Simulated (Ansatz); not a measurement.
# SnBr4: basis-set convergence

An exercise on one series of results from a longer session: the logs are not shown, and one member is left open.

Computed with Ansatz 0.2.0, Gaussian basis. Level: one geometry, several basis sets.

Plan: PBE0-D4/def2-SVP; ωB97M-V/def2-SVP; PBE0-D4/def2-QZVPP; ωB97M-V/def2-QZVPP; the functionals' def2-TZVPP values are taken from earlier runs.

2 further runs of the same task are left out: 2 that didn't finish.

## The relaxed structure

All runs share one geometry, relaxed beforehand with PBE0-D4 in a triple-zeta def2 set. Sn takes the def2 core potential; no spin-orbit term is included.

SMILES `[Br][Sn]([Br])([Br])[Br]`, 5 atoms, charge 0, spin multiplicity 1.

Atoms are counted from 1 here; the program's logs count them from 0.

Bond lengths: Br1–Sn2 2.445 Å, Sn2–Br3 2.445 Å, Sn2–Br4 2.445 Å, Sn2–Br5 2.445 Å. Angles: Br1–Sn2–Br3 109.5°, Br1–Sn2–Br4 109.5°, Br1–Sn2–Br5 109.5°, Br3–Sn2–Br4 109.5°, Br3–Sn2–Br5 109.5°, Br4–Sn2–Br5 109.5°.

Set-up of the first run:

in.yaml reads:

```yaml
crystal:
  periodic: [false, false, false]
  atoms:
    - {symbol: Br, position_ang: [-1.102077, -0.002242, 2.169687]}
    - {symbol: Sn, position_ang: [0.009959, -0.014767, -0.008288]}
    - {symbol: Br, position_ang: [2.078790, -1.310237, 0.140210]}
    - {symbol: Br, position_ang: [-1.468311, -1.027410, -1.672509]}
    - {symbol: Br, position_ang: [0.531438, 2.280857, -0.670501]}
basis:
  gaussian: {orbitals: def2-SVP}
hamiltonian: {xc: pbe0, dispersion: d4}
output: {orbitals: {seedname: orbitals}}
```

On the command line:

```
$ ansatz run in.yaml --threads 2 --pin off --events-out ev --progress --plain --max-ram 22528MiB --backend cpu
```

Steps of the session up to this table: PBE0-D4 in def2-SVP; ωB97M-V in def2-SVP; PBE0-D4 in def2-QZVPP; ωB97M-V in def2-QZVPP.

One of the session's tables, all rows but one given; the rest of the session is left out.

It belongs to the step «Functionals by basis». 

| functional | basis | HOMO (eV) | LUMO (eV) |
| --- | --- | --- | --- |
| PBE0-D4 | def2-SVP | -8.83 | -3.39 |
| PBE0-D4 | def2-TZVPP | -8.93 | -3.45 |
| PBE0-D4 | def2-QZVPP | ? | ? |
| ωB97M-V | def2-SVP | -11.01 | -1.41 |
| ωB97M-V | def2-TZVPP | -11.14 | -1.54 |
| ωB97M-V | def2-QZVPP | -11.16 | -1.56 |

Q: Estimate the row for PBE0-D4, def2-QZVPP from the others.

The run gave: HOMO (eV): -8.94; LUMO (eV): -3.45. In the column «HOMO (eV)» it lies between ωB97M-V, def2-SVP (-11.01) and PBE0-D4, def2-TZVPP (-8.93).
